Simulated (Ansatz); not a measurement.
The system is BiTe.

```xyz
2
Lattice="2.4227 1.3988 3.3173 -2.4227 1.3988 3.3173 0.0000 -2.7975 3.3173" Properties=species:S:1:pos:R:3 pbc="T T T"
Bi    0.0000    0.0000    4.9759
Te    0.0000    0.0000    0.0000
```

The cell comes from a database or a generator and needn't be the stable form of this composition.

Base run:

- Program: Ansatz 0.2.0
- Functional: PBE
- Potentials or basis: Ansatz PAW
- Cutoff: 420 eV
- Density cutoff: 1680 eV
- k mesh: 7 × 7 × 7
- Occupations: gaussian, width 0.02 eV
- Spin: no spin polarisation

Its results: band gap on the k mesh none (metal or under the smearing width); pressure 0.2 GPa.

Problem. The run is repeated on the same cell with these changes: functional from PBE to PBEsol. What comes out?

Solution. Band gap on the k mesh none (metal or under the smearing width); pressure -2.3 GPa.

PBEsol binds more tightly than PBE, so the same cell stands under less pressure.

Caveats: spin-orbit coupling is left out, which moves the levels of the heavy elements; the PAW data sets come from PBE, with cores solved anew for the run's functional, which leaves a small shift of forces and pressure (some runs).

Not every run made on this cell is shown here.
